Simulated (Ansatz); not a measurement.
# CH3F2GeN: how energies converge with the basis set

An exercise on one series of results from a longer session: the logs are not shown, and one member is left open.

Computed with Ansatz 0.2.0, Gaussian basis. Level: one geometry, several basis sets.

The runs, in order: PBE0-D4/def2-SVP; ωB97M-V/def2-SVP; PBE0-D4/def2-QZVPP; ωB97M-V/def2-QZVPP; the functionals' def2-TZVPP values are taken from earlier runs.

## The relaxed structure

All runs share one geometry, relaxed beforehand with PBE0-D4 in a triple-zeta def2 set.

SMILES `F[C@@H]1[NH][Ge@@H]1[F]`, 8 atoms, charge 0, spin multiplicity 1.

Atoms are counted from 1 here; the program's logs count them from 0.

Bond lengths: F1–C2 1.375 Å, C2–N3 1.420 Å, C2–Ge4 1.943 Å, C2–H6 1.090 Å, N3–Ge4 1.808 Å, N3–H7 1.009 Å, Ge4–F5 1.734 Å, Ge4–H8 1.522 Å. Angles: F1–C2–N3 116.2°, F1–C2–Ge4 115.7°, F1–C2–H6 107.8°, N3–C2–Ge4 62.8°, N3–C2–H6 119.2°, Ge4–C2–H6 128.9°, C2–N3–Ge4 72.9°, C2–N3–H7 124.0°, Ge4–N3–H7 148.2°, C2–Ge4–N3 44.3°, C2–Ge4–F5 114.9°, C2–Ge4–H8 138.1°, N3–Ge4–F5 117.1°, N3–Ge4–H8 119.8°, F5–Ge4–H8 106.5°.

The first run:

Contents of in.yaml:

```yaml
crystal:
  periodic: [false, false, false]
  atoms:
    - {symbol: F, position_ang: [0.163015, 1.789442, 0.723027]}
    - {symbol: C, position_ang: [-0.115920, 0.449178, 0.848377]}
    - {symbol: N, position_ang: [0.855920, -0.445065, 0.327946]}
    - {symbol: Ge, position_ang: [-0.556394, -0.478100, -0.800837]}
    - {symbol: F, position_ang: [-0.444179, 0.489143, -2.235779]}
    - {symbol: H, position_ang: [-0.508020, 0.283064, 1.852160]}
    - {symbol: H, position_ang: [1.850846, -0.332837, 0.454051]}
    - {symbol: H, position_ang: [-1.153267, -1.812026, -1.224845]}
basis:
  gaussian: {orbitals: def2-SVP}
hamiltonian: {xc: pbe0, dispersion: d4}
output: {orbitals: {seedname: orbitals}}
```

Among the steps run: PBE0-D4 in def2-SVP; ωB97M-V in def2-SVP; PBE0-D4 in def2-QZVPP; ωB97M-V in def2-QZVPP.

One of the session's tables, all rows but one given; the rest of the session is left out.

It belongs to the step «Density functionals: the series». 

```
functional       basis  HOMO (eV)
   PBE0-D4    def2-SVP          ?
   PBE0-D4  def2-TZVPP      -7.30
   PBE0-D4  def2-QZVPP      -7.34
   ωB97M-V    def2-SVP      -9.39
   ωB97M-V  def2-TZVPP      -9.51
   ωB97M-V  def2-QZVPP      -9.56
```

Q: Estimate the row for PBE0-D4, def2-SVP from the others.

As computed: HOMO (eV): -7.20. In the column «HOMO (eV)» it is the highest.
